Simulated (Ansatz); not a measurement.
# WH (sextet): wave-function methods side by side at distance W1–H2 = 1.914 Å, def2-TZVP

How much of the correlation energy of WH (sextet) does each wave-function method recover here?

Computed with Ansatz 0.2.0, Gaussian basis. Level: def2-TZVP, core rule «outside noble gas», up to 4 orbitals frozen.

To be run: UHF; CCSD(T) on ROHF; CCSD(T) on UHF; CISD; CCSDT(Q) on ROHF; CCSDT(Q) on UHF; CASSCF and MRCISD+Q, 7 electrons in 7 orbitals; CASSCF and NEVPT2, 7 electrons in 7 orbitals.

12 further runs of the same task are left out: 1 for a known fault of the program, 11 that didn't finish.

## Step 1: What is computed

The geometry derives from a PBE0/def2-TZVP stationary point (not a proven minimum). One bond is set to the value named and the two fragments are kept rigid. No spin-orbit coupling is included. Elements past krypton take def2 core potentials.

2 atoms, charge 0, spin multiplicity 6.

Atoms are counted from 1 here; the program's logs count them from 0.

Bond lengths: W1–H2 1.914 Å.

Coordinates:

```
W     0.0000    0.0000    0.0000
H     0.0000    0.0000    1.9140
```

In the tables R marks a restricted open-shell determinant and U an unrestricted one; 'valence' is the active space of 7 electrons in 7 orbitals; energies count from the table's Hartree-Fock row.

## Step 2: UHF

in.yaml reads:

```yaml
crystal:
  periodic: [false, false, false]
  atoms:
    - {symbol: W, position_ang: [0.000000, 0.000000, 0.000000]}
    - {symbol: H, position_ang: [0.000000, 0.000000, 1.914000]}
basis:
  gaussian: {orbitals: def2-TZVP}
magnetization: {spin_polarized: true, initial_magnetization: 5}
hamiltonian: {xc: hf}
output: {orbitals: {seedname: orbitals}}
```

Run with:

```
ansatz run in.yaml --threads 1 --pin off --events-out ev --progress --plain --max-ram 4096MiB --backend cpu
```

What it wrote:

```text
Functional definition: HF
  name "HF"
  cite "Fock, Z. Phys. 61, 126 (1930) doi:10.1007/BF01340294"
  parent pbe
  exchange = exact_x
  correlation = 0
422 factors; integrals over basis functions are off by at most 1.5e-3 eV
mean field evaluation 1: about -1819.9998 eV, gradient 8.6e0 eV
mean field evaluation 2: about -1820.0040 eV, gradient 8.6e0 eV
mean field evaluation 4: about -1820.7879 eV, gradient 1.8e0 eV
mean field evaluation 8: about -1820.9242 eV, gradient 2.2e-1 eV
mean field evaluation 16: about -1819.7002 eV, gradient 1.3e0 eV
mean field evaluation 32: about -1819.7452 eV, gradient 7.3e-1 eV
mean field -1820.92713278 eV, -66.9178378609 hartree, gradient 7.1e-5 eV, S^2 8.803375; 0 other end points of the search recorded, 0 dependent functions left out
reference -1820.92713278 eV, -66.9178378609 hartree; 10, 5 occupied and 36, 41 virtual orbitals, 422 factors
Total energy: -1820.92713278 eV, -66.9178378609 hartree
```

Run time: 0.51 s. Hardware: 1 thread of AMD EPYC 7R13, shared host.

From the report: ⟨S²⟩ of the determinant 8.803 (pure sextet: 8.75).

## Step 3: CCSD(T) on ROHF

in.yaml reads:

```yaml
crystal:
  periodic: [false, false, false]
  atoms:
    - {symbol: W, position_ang: [0.000000, 0.000000, 0.000000]}
    - {symbol: H, position_ang: [0.000000, 0.000000, 1.914000]}
basis:
  gaussian: {orbitals: def2-TZVP}
magnetization: {spin_polarized: false, initial_magnetization: 5}
correlation: {method: ccsd_t, electrons: outside_noble_gas}
output: {forces: true}
```

Launched as before.

What it wrote, cut to the lines that bear on the results:

```text
Functional definition: HF
  name "HF"
  cite "Fock, Z. Phys. 61, 126 (1930) doi:10.1007/BF01340294"
  parent pbe
[...]
422 factors; integrals over basis functions are off by at most 1.5e-3 eV
[...]
mean field -1820.71078610 eV, -66.9098872669 hartree, gradient 2.3e-6 eV, S^2 8.750000; 14 other end points of the search recorded, 0 dependent functions left out
[...]
determinant -1820.71078610 eV, -66.9098872669 hartree, with singles and doubles -1823.53748635 eV, -67.0137665854 hartree
determinant -1819.60256539 eV, -66.8691609073 hartree, with singles and doubles -1822.05193879 eV, -66.9591737194 hartree
determinant -1819.28200303 eV, -66.8573804578 hartree, with singles and doubles -1821.76616768 eV, -66.9486718247 hartree
determinant -1817.65971364 eV, -66.7977624221 hartree, with singles and doubles -1820.30191926 eV, -66.8948616880 hartree
[...]
determinant -1817.62918777 eV, -66.7966406172 hartree, with singles and doubles -1820.25516777 eV, -66.8931436022 hartree
4 core orbitals not correlated: weight in the atoms' cores, before any rotation towards them, 1.000 or more for the frozen orbitals, at most 0.000 for the correlated occupied ones
reference -1820.71078610 eV, -66.9098872669 hartree; 6, 1 occupied and 36, 41 virtual orbitals, 422 factors
second order -2.29278773 eV of doubles, -0.02197343 eV of singles
cycle   1  -2.81252439 eV  change   -6.0e-2 eV  update   1.6e-2
[...]
cycle  14  -2.82402562 eV  change    7.1e-8 eV  update   2.8e-7
perturbative correction -0.06995364 eV, -0.0025707489 hartree
[...]
Total energy: -1823.60476535 eV, -67.0162390430 hartree
Atom 0 at     0.000000     0.000000     0.000000 Å, force     0.000000     0.000000     1.696064 eV/Å
Atom 1 at     0.000000     0.000000     1.914000 Å, force     0.000000     0.000000    -1.696064 eV/Å
Dipole moment:     0.000000     0.000000    -0.527319 e Å
```

Wall time 4 s (1 thread of AMD EPYC 7R13, shared host).

From the report: correlation -2.8940 eV; T1 0.048; largest double amplitude 0.05.

## Step 4: CCSD(T) on UHF

Changes to in.yaml since step 3:

```diff
@@ -7,3 +7,3 @@
   gaussian: {orbitals: def2-TZVP}
-magnetization: {spin_polarized: false, initial_magnetization: 5}
+magnetization: {spin_polarized: true, initial_magnetization: 5}
 correlation: {method: ccsd_t, electrons: outside_noble_gas}
```

Launched as before.

What it wrote, cut to the lines that bear on the results:

```text
Functional definition: HF
  name "HF"
  cite "Fock, Z. Phys. 61, 126 (1930) doi:10.1007/BF01340294"
  parent pbe
[...]
422 factors; integrals over basis functions are off by at most 1.5e-3 eV
[...]
mean field -1820.92713278 eV, -66.9178378609 hartree, gradient 2.6e-6 eV, S^2 8.803375; 10 other end points of the search recorded, 0 dependent functions left out
determinant -1820.92713278 eV, -66.9178378609 hartree, with singles and doubles -1823.64325806 eV, -67.0176536239 hartree
determinant -1819.73982259 eV, -66.8742050162 hartree, with singles and doubles -1822.14635500 eV, -66.9626434511 hartree
determinant -1819.43042610 eV, -66.8628349048 hartree, with singles and doubles -1821.86104331 eV, -66.9521584400 hartree
determinant -1818.86033072 eV, -66.8418842863 hartree, with singles and doubles -1821.36388795 eV, -66.9338883173 hartree
[...]
determinant -1817.91982499 eV, -66.8073213380 hartree, with singles and doubles -1820.32975243 eV, -66.8958845380 hartree
4 core orbitals not correlated: weight in the atoms' cores, before any rotation towards them, 0.999 or more for the frozen orbitals, at most 0.000 for the correlated occupied ones
reference -1820.92713278 eV, -66.9178378609 hartree; 6, 1 occupied and 36, 41 virtual orbitals, 422 factors
second order -2.25226248 eV of doubles, -0.00000000 eV of singles
cycle   1  -2.70639239 eV  change   -5.5e-2 eV  update   1.7e-2
[...]
cycle  13  -2.72179355 eV  change   -2.2e-7 eV  update   6.6e-7
perturbative correction -0.06649091 eV, -0.0024434960 hartree
[...]
Total energy: -1823.71541725 eV, -67.0203054251 hartree
Atom 0 at     0.000000     0.000000     0.000000 Å, force     0.000000    -0.000000     1.699776 eV/Å
Atom 1 at     0.000000     0.000000     1.914000 Å, force    -0.000000     0.000000    -1.699776 eV/Å
Dipole moment:    -0.000000     0.000000    -0.533544 e Å
```

Wall time 3.8 s (1 thread of AMD EPYC 7R13, shared host).

From the report: ⟨S²⟩ of the determinant 8.803 (pure sextet: 8.75); correlation -2.7883 eV; T1 0.032; largest double amplitude 0.05.

## Step 5: CISD

in.yaml reads:

```yaml
crystal:
  periodic: [false, false, false]
  atoms:
    - {symbol: W, position_ang: [0.000000, 0.000000, 0.000000]}
    - {symbol: H, position_ang: [0.000000, 0.000000, 1.914000]}
basis:
  gaussian: {orbitals: def2-TZVP}
magnetization: {spin_polarized: false, initial_magnetization: 5}
correlation: {active_space: {ras: {orbitals: [1, 5, 36], electrons: 7, max_holes: 2, max_particles: 2}, fixed_orbitals: true}}
```

The command is unchanged.

What it wrote:

```text
Functional definition: HF
  name "HF"
  cite "Fock, Z. Phys. 61, 126 (1930) doi:10.1007/BF01340294"
  parent pbe
  exchange = exact_x
  correlation = 0
422 factors; integrals over basis functions are off by at most 1.5e-3 eV
mean field evaluation 1: about -1819.5090 eV, gradient 9.7e0 eV
mean field evaluation 2: about -1819.5128 eV, gradient 9.7e0 eV
mean field evaluation 4: about -1820.6547 eV, gradient 1.7e0 eV
mean field evaluation 8: about -1820.7093 eV, gradient 3.8e-1 eV
mean field evaluation 16: about -1820.7108 eV, gradient 2.3e-6 eV
mean field evaluation 32: about -1820.6993 eV, gradient 4.3e-1 eV
mean field evaluation 64: about -1819.6026 eV, gradient 4.3e-4 eV
mean field -1820.71078610 eV, -66.9098872669 hartree, gradient 2.3e-6 eV, S^2 8.750000; 9 other end points of the search recorded, 0 dependent functions left out
reference -1820.71078610 eV, -66.9098872669 hartree; 10, 5 occupied and 36, 41 virtual orbitals, 422 factors
state -1823.42201516 eV, -67.0095230971 hartree
Total energy: -1823.42201516 eV, -67.0095230971 hartree
```

Run time: 2.5 s. Hardware: 1 thread of AMD EPYC 7R13, shared host.

From the report: 16,624 determinants.

## Step 6: CCSDT(Q) on ROHF

Changes to in.yaml since step 5:

```diff
@@ -8,2 +8,2 @@
 magnetization: {spin_polarized: false, initial_magnetization: 5}
-correlation: {active_space: {ras: {orbitals: [1, 5, 36], electrons: 7, max_holes: 2, max_particles: 2}, fixed_orbitals: true}}
+correlation: {method: ccsdt_q, electrons: outside_noble_gas}
```

Same command.

What it wrote, cut to the lines that bear on the results:

```text
Functional definition: HF
  name "HF"
  cite "Fock, Z. Phys. 61, 126 (1930) doi:10.1007/BF01340294"
  parent pbe
[...]
680 factors; integrals over basis functions are off by at most 2.5e-7 eV
[...]
mean field -1820.71079241 eV, -66.9098874989 hartree, gradient 2.3e-6 eV, S^2 8.750000; 14 other end points of the search recorded, 0 dependent functions left out
[...]
determinant -1820.71079241 eV, -66.9098874989 hartree, with singles and doubles -1823.53749423 eV, -67.0137668748 hartree
determinant -1819.60257196 eV, -66.8691611485 hartree, with singles and doubles -1822.05194793 eV, -66.9591740553 hartree
determinant -1819.28200965 eV, -66.8573807009 hartree, with singles and doubles -1821.76617541 eV, -66.9486721090 hartree
determinant -1817.65972138 eV, -66.7977627066 hartree, with singles and doubles -1820.30192557 eV, -66.8948619197 hartree
determinant -1817.64461757 eV, -66.7972076519 hartree, with singles and doubles -1820.29860371 eV, -66.8947398436 hartree
determinant -1817.64361584 eV, -66.7971708389 hartree, with singles and doubles -1820.32905214 eV, -66.8958588028 hartree
determinant -1817.62919519 eV, -66.7966408900 hartree, with singles and doubles -1820.25515431 eV, -66.8931431077 hartree
4 core orbitals not correlated: weight in the atoms' cores, before any rotation towards them, 1.000 or more for the frozen orbitals, at most 0.000 for the correlated occupied ones
reference -1820.71079241 eV, -66.9098874989 hartree; 6, 1 occupied and 36, 41 virtual orbitals, 680 factors
second order -2.29279461 eV of doubles, -0.02197320 eV of singles
cycle   1  -2.61861348 eV  change   -3.0e-1 eV  update   6.8e-2
[...]
cycle  21  -2.91270747 eV  change    4.8e-7 eV  update   2.4e-7
perturbative correction -0.00301105 eV, -0.0001106539 hartree
Total energy: -1823.62651092 eV, -67.0170381780 hartree
```

Run time: 14 s. Hardware: 1 thread of AMD EPYC 7R13, shared host.

From the report: correlation -2.9157 eV; T1 0.049; largest double amplitude 0.06.

## Step 7: CCSDT(Q) on UHF

Changes to in.yaml since step 6:

```diff
@@ -7,3 +7,3 @@
   gaussian: {orbitals: def2-TZVP}
-magnetization: {spin_polarized: false, initial_magnetization: 5}
+magnetization: {spin_polarized: true, initial_magnetization: 5}
 correlation: {method: ccsdt_q, electrons: outside_noble_gas}
```

Launched as before.

What it wrote, cut to the lines that bear on the results:

```text
Functional definition: HF
  name "HF"
  cite "Fock, Z. Phys. 61, 126 (1930) doi:10.1007/BF01340294"
  parent pbe
[...]
680 factors; integrals over basis functions are off by at most 2.5e-7 eV
[...]
mean field -1820.92713810 eV, -66.9178380563 hartree, gradient 2.6e-6 eV, S^2 8.803375; 10 other end points of the search recorded, 0 dependent functions left out
determinant -1820.92713810 eV, -66.9178380563 hartree, with singles and doubles -1823.64326572 eV, -67.0176539054 hartree
determinant -1819.73982877 eV, -66.8742052433 hartree, with singles and doubles -1822.14636427 eV, -66.9626437919 hartree
determinant -1819.43043218 eV, -66.8628351285 hartree, with singles and doubles -1821.86105125 eV, -66.9521587316 hartree
determinant -1818.86033588 eV, -66.8418844758 hartree, with singles and doubles -1821.36389425 eV, -66.9338885491 hartree
determinant -1818.00874334 eV, -66.8105890271 hartree, with singles and doubles -1820.38342301 eV, -66.8978568954 hartree
determinant -1817.98682872 eV, -66.8097836797 hartree, with singles and doubles -1820.38571237 eV, -66.8979410278 hartree
determinant -1817.91983056 eV, -66.8073215426 hartree, with singles and doubles -1820.32973241 eV, -66.8958838023 hartree
4 core orbitals not correlated: weight in the atoms' cores, before any rotation towards them, 0.999 or more for the frozen orbitals, at most 0.000 for the correlated occupied ones
reference -1820.92713810 eV, -66.9178380563 hartree; 6, 1 occupied and 36, 41 virtual orbitals, 680 factors
second order -2.25226879 eV of doubles, -0.00000000 eV of singles
cycle   1  -2.54635180 eV  change   -2.9e-1 eV  update   6.2e-2
[...]
cycle  19  -2.80710280 eV  change   -7.1e-8 eV  update   4.7e-7
perturbative correction -0.00294971 eV, -0.0001083999 hartree
Total energy: -1823.73719061 eV, -67.0211055813 hartree
```

Run time: 12 s. Hardware: 1 thread of AMD EPYC 7R13, shared host.

From the report: ⟨S²⟩ of the determinant 8.803 (pure sextet: 8.75); correlation -2.8101 eV; T1 0.034; largest double amplitude 0.06.

## Step 8: CASSCF and MRCISD+Q, 7 electrons in 7 orbitals

in.yaml reads:

```yaml
crystal:
  periodic: [false, false, false]
  atoms:
    - {symbol: W, position_ang: [0.000000, 0.000000, 0.000000]}
    - {symbol: H, position_ang: [0.000000, 0.000000, 1.914000]}
basis:
  gaussian: {orbitals: def2-TZVP}
magnetization: {spin_polarized: false, initial_magnetization: 5}
correlation: {method: fic_mrcisd_q, electrons: outside_noble_gas, active_space: {window: {electrons: 7, orbitals: 7}, shells: [{species: H, l: s, shell: 1}, {species: W, l: s, shell: 6}, {species: W, l: d, shell: 5}]}}
```

Same command.

What it wrote, cut to the lines that bear on the results:

```text
Functional definition: HF
  name "HF"
  cite "Fock, Z. Phys. 61, 126 (1930) doi:10.1007/BF01340294"
  parent pbe
[...]
680 factors; integrals over basis functions are off by at most 2.5e-7 eV
[...]
mean field -1820.71079241 eV, -66.9098874989 hartree, gradient 2.3e-6 eV, S^2 8.750000; 9 other end points of the search recorded, 0 dependent functions left out
reference -1820.71079241 eV, -66.9098874989 hartree; 10, 5 occupied and 36, 41 virtual orbitals, 680 factors
state -1821.25813630 eV, -66.9300020160 hartree
contracted CI cycle   1: correlation 0.00000000 eV, 0.0000000000 hartree, residual 1.17e1 eV
contracted CI cycle   2: correlation -2.15896765 eV, -0.0793405978 hartree, residual 1.75e0 eV
contracted CI cycle   3: correlation -2.22171178 eV, -0.0816464021 hartree, residual 5.97e-1 eV
contracted CI cycle   4: correlation -2.23200778 eV, -0.0820247732 hartree, residual 2.58e-1 eV
contracted CI cycle   5: correlation -2.23366533 eV, -0.0820856870 hartree, residual 1.16e-1 eV
contracted CI cycle   6: correlation -2.23397956 eV, -0.0820972346 hartree, residual 4.63e-2 eV
contracted CI cycle   7: correlation -2.23402585 eV, -0.0820989357 hartree, residual 1.69e-2 eV
contracted CI cycle   8: correlation -2.23403356 eV, -0.0820992192 hartree, residual 6.85e-3 eV
contracted CI cycle   9: correlation -2.23403467 eV, -0.0820992598 hartree, residual 2.50e-3 eV
contracted CI cycle  10: correlation -2.23403481 eV, -0.0820992649 hartree, residual 8.62e-4 eV
state -1821.25813630 eV, -66.9300020160 hartree; corrected -1823.60109364 eV, -67.0161041101 hartree
Total energy: -1823.60109364 eV, -67.0161041101 hartree
Checks for a lower state left out: starts, orbital_swaps
```

It took 1.9 s on 1 thread of AMD EPYC 7R13, shared host.

From the report: 19 determinants; active occupations 1.95, 1.00, 1.00, 1.00, 1.00, 1.00, 0.05.

## Step 9: CASSCF and NEVPT2, 7 electrons in 7 orbitals

in.yaml reads:

```yaml
crystal:
  periodic: [false, false, false]
  atoms:
    - {symbol: W, position_ang: [0.000000, 0.000000, 0.000000]}
    - {symbol: H, position_ang: [0.000000, 0.000000, 1.914000]}
basis:
  gaussian: {orbitals: def2-TZVP}
magnetization: {spin_polarized: false, initial_magnetization: 5}
correlation: {method: sc_nevpt2, electrons: outside_noble_gas, active_space: {window: {electrons: 7, orbitals: 7}, shells: [{species: H, l: s, shell: 1}, {species: W, l: s, shell: 6}, {species: W, l: d, shell: 5}]}}
```

The command is unchanged.

What it wrote, cut to the lines that bear on the results:

```text
Functional definition: HF
  name "HF"
  cite "Fock, Z. Phys. 61, 126 (1930) doi:10.1007/BF01340294"
  parent pbe
[...]
680 factors; integrals over basis functions are off by at most 2.5e-7 eV
[...]
mean field -1820.71079241 eV, -66.9098874989 hartree, gradient 2.3e-6 eV, S^2 8.750000; 9 other end points of the search recorded, 0 dependent functions left out
reference -1820.71079241 eV, -66.9098874989 hartree; 10, 5 occupied and 36, 41 virtual orbitals, 680 factors
state -1821.25813630 eV, -66.9300020160 hartree
state -1821.25813630 eV, -66.9300020160 hartree; corrected -1822.92104836 eV, -66.9911129071 hartree
Total energy: -1822.92104836 eV, -66.9911129071 hartree
Checks for a lower state left out: starts, orbital_swaps
```

Wall time 1.3 s (1 thread of AMD EPYC 7R13, shared host).

From the report: 19 determinants; active occupations 1.95, 1.00, 1.00, 1.00, 1.00, 1.00, 0.05.

## Step 10: How many determinants matter

Natural occupations of the CASSCF valence state about the gap (report; correlated orbitals 1 to 7): 1.951, 1.000, 1.000, 1.000, 1.000, 0.999, 0.050. The count of effectively unpaired electrons, Σ n²(2 − n)², is 5.02; a single determinant of this spin has 5.

## Step 11: All levels against the top one

No level here is safe as a reference; RCCSDT(Q) serves as a yardstick only. Rows without a time come out of other runs: HF, MP2 and CCSD of CCSD(T), CCSDT of CCSDT(Q), CASSCF and MRCISD of the multireference runs. The times of RCCSD(T), UCCSD(T) include forces.

Differences are taken before rounding.

| method | energy from the lowest RHF (kcal/mol) | from RCCSDT(Q) (kcal/mol) | time |
| --- | --- | --- | --- |
| RHF | 0.00 | +67.24 |  |
| UHF | -4.99 | +62.25 |  |
| RMP2 | -53.38 | +13.86 |  |
| UMP2 | -56.93 | +10.31 |  |
| CISD | -62.52 | +4.72 | 2.5 s |
| RCCSD | -65.12 | +2.11 |  |
| UCCSD | -67.76 | -0.52 |  |
| RCCSD(T) | -66.74 | +0.50 | 4 s |
| UCCSD(T) | -69.29 | -2.05 | 3.8 s |
| RCCSDT | -67.17 | +0.07 |  |
| UCCSDT | -69.72 | -2.48 |  |
| RCCSDT(Q) | -67.24 | 0 | 14 s |
| UCCSDT(Q) | -69.79 | -2.55 | 12 s |
| CASSCF valence | -12.62 | +54.62 |  |
| NEVPT2 valence | -50.97 | +16.27 | 1.3 s |
| MRCISD valence | -64.14 | +3.10 |  |
| MRCISD+Q valence | -66.65 | +0.59 | 1.9 s |

Among the levels timed on like hardware and quicker than the yardstick, those that no quicker one beats, quickest first: NEVPT2 valence (1.3 s, +16.27 kcal/mol); MRCISD+Q valence (1.9 s, +0.59 kcal/mol); RCCSD(T) (4 s, +0.50 kcal/mol).

## Step 12: Summary of results

```
                       quantity            value
 RCCSDT(Q) below the RHF energy       -2.9157 eV
            RMP2 from RCCSDT(Q)  +13.86 kcal/mol
            UMP2 from RCCSDT(Q)  +10.31 kcal/mol
           RCCSD from RCCSDT(Q)   +2.11 kcal/mol
        RCCSD(T) from RCCSDT(Q)   +0.50 kcal/mol
        UCCSD(T) from RCCSDT(Q)   -2.05 kcal/mol
       UCCSDT(Q) from RCCSDT(Q)   -2.55 kcal/mol
  NEVPT2 valence from RCCSDT(Q)  +16.27 kcal/mol
MRCISD+Q valence from RCCSDT(Q)   +0.59 kcal/mol
                  T1 diagnostic            0.048
 effectively unpaired electrons             5.02
```

RCCSD(T) lands +0.50 kcal/mol from the yardstick (0.7 % of the correlation energy). CCSD(T) misses by +0.50 kcal/mol on the restricted determinant and by -2.05 kcal/mol on the unrestricted one; the two need not hold the same state or core. The occupations are near whole numbers, but T1 = 0.048 shows that the orbitals relax strongly. Warnings: large T1 diagnostic.
